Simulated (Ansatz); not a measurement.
# SnSe: the cost of one run

Method: DFT LDA, scalar-relativistic, plane waves, PAW, in Ansatz 0.2.0.

## 1. Starting point

Symmetry: Fm-3m, No. 225, cubic system. The conventional cell has a = 6.020 Å, b = 6.020 Å, c = 6.020 Å, α = 90.00°, β = 90.00°, γ = 90.00°. Sn (site symmetry m-3m) has 6 Se at 3.01 Å as nearest neighbours. Around Se (site symmetry m-3m) lie 6 Sn at 3.01 Å.

As a file:

```
Sn Se
1.0
     0.00000    3.01000    3.01000
     3.01000    0.00000    3.01000
     3.01000    3.01000    0.00000
Sn Se
1 1
Direct
  0.00000 0.00000 0.00000
  0.50000 0.50000 0.50000
```

No relaxation comes first: the listed cell is the starting point.

## 2. The undisturbed cell

Input file input.yaml:

```yaml
crystal:
  lattice:
    - [0.0, 3.01, 3.01]
    - [3.01, 0.0, 3.01]
    - [3.01, 3.01, 0.0]
  atoms:
    - { symbol: Sn, position: [0.0, 0.0, 0.0] }
    - { symbol: Se, position: [0.5, 0.5, 0.5] }
basis:
  ecutwfc: 420
kpoints:
  mp_grid: { grid: [10, 10, 10] }
hamiltonian:
  xc: lda
scf:
  occupations: { method: gaussian, width: 0.05 }
output:
  forces: true
  stress: true
  eigenvalues: true
```

Q: Estimate wall time and peak memory on 1 thread of an Arm CPU, shared host.

About 2.3 s, with a peak of 0.33 GiB.
